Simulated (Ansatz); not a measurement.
**C2H7B (built from SMILES CBC): search for a transition state**

Is there a first-order saddle for this 1,2-elimination, which should form H2–H4 and break B1–H2, C3–H4, and which two structures does it connect?

Method: PBE0-D4, def2-SVP first, then def2-TZVP; program: Ansatz 0.2.0, Gaussian basis.

114 further runs of the same task are left out: 114 set aside as unsound or not needed.

### Step 1. The starting structure

The guess: 10 atoms, charge 0, spin multiplicity 1.

Atoms are counted from 1 here; the program's logs count them from 0.

Bond lengths: B1–C3 1.407 Å, B1–C5 1.577 Å, C3–H6 1.080 Å, C3–H7 1.080 Å, C5–H8 1.090 Å, C5–H9 1.088 Å, C5–H10 1.090 Å. Angles: C3–B1–C5 142.2°, B1–C3–H6 123.2°, B1–C3–H7 125.3°, H6–C3–H7 111.5°, B1–C5–H8 113.0°, B1–C5–H9 110.4°, B1–C5–H10 112.7°, H8–C5–H9 106.8°, H8–C5–H10 106.8°, H9–C5–H10 106.7°.

Geometry (Å):

```xyz
10
C2H7B
B    -0.0259    0.0429   -0.2231
H     1.0869   -0.3265   -1.2090
C    -1.1727    0.3629   -0.9725
H     1.3338    0.5059   -1.1087
C     0.4481   -0.3231    1.2360
H    -2.1677    0.3822   -0.5522
H    -1.1831    0.6040   -2.0250
H     0.9482   -1.2902    1.2923
H    -0.4045   -0.3707    1.9101
H     1.1369    0.4125    1.6522
```

Distances that are to change: H2–H4 0.87 Å, B1–H2 1.53 Å, C3–H4 2.51 Å.

### Step 2. Constrained relaxation of the guess

Contents of hold/in.yaml:

```yaml
crystal:
  periodic: [false, false, false]
  atoms:
    - {symbol: B, position_ang: [-0.025900, 0.042900, -0.223100]}
    - {symbol: H, position_ang: [1.086900, -0.326500, -1.209000]}
    - {symbol: C, position_ang: [-1.172700, 0.362900, -0.972500]}
    - {symbol: H, position_ang: [1.333800, 0.505900, -1.108700]}
    - {symbol: C, position_ang: [0.448100, -0.323100, 1.236000]}
    - {symbol: H, position_ang: [-2.167700, 0.382200, -0.552200]}
    - {symbol: H, position_ang: [-1.183100, 0.604000, -2.025000]}
    - {symbol: H, position_ang: [0.948200, -1.290200, 1.292300]}
    - {symbol: H, position_ang: [-0.404500, -0.370700, 1.910100]}
    - {symbol: H, position_ang: [1.136900, 0.412500, 1.652200]}
basis:
  gaussian: {orbitals: def2-SVP}
hamiltonian: {xc: pbe0, dispersion: d4}
relax: {f_tol: 0.04, max_steps: 150, escape_saddle: false, constraints: [{distance: [1, 3]}, {distance: [0, 1]}, {distance: [2, 3]}]}
```

Command:

```sh
> ansatz run in.yaml --threads 2 --pin off --events-out ev --progress --plain --max-ram 4352MiB
```

The runs that follow: Force constants to start from; Saddle search in the small basis; Saddle search in triple zeta; Checking the order of the point; Relaxing after a step of 0.30 Å one way along the mode; Relaxing after a step of 0.30 Å the other way along the mode.

Before running it: what results should come out? Wanted: imaginary mode; barrier from the start side; barrier from the end side; energy of the step; pairs that change; zero-point energy at the saddle.

**Answer**, as computed:

| quantity | value |
| --- | --- |
| imaginary mode | 369i cm⁻¹ |
| barrier from the start side | 2.6 kcal/mol |
| barrier from the end side | 2.1 kcal/mol |
| energy of the step | +0.6 kcal/mol |
| pairs that change | B1–H2 broken, B1–H4 broken |
| zero-point energy at the saddle | 2.115 eV |

The point has a single imaginary mode (369i cm⁻¹), as a transition state must. The two relaxations don't end on the planned structures: the search found another step. At PBE0-D4/def2-TZVP the electronic barrier is 2.6 kcal/mol, about 4 kT at 298 K, and the step runs 0.6 kcal/mol uphill. A step off the saddle overshot and began above it in energy, so the link to its end is likely but not proven. Lower complexes than these ends may exist.
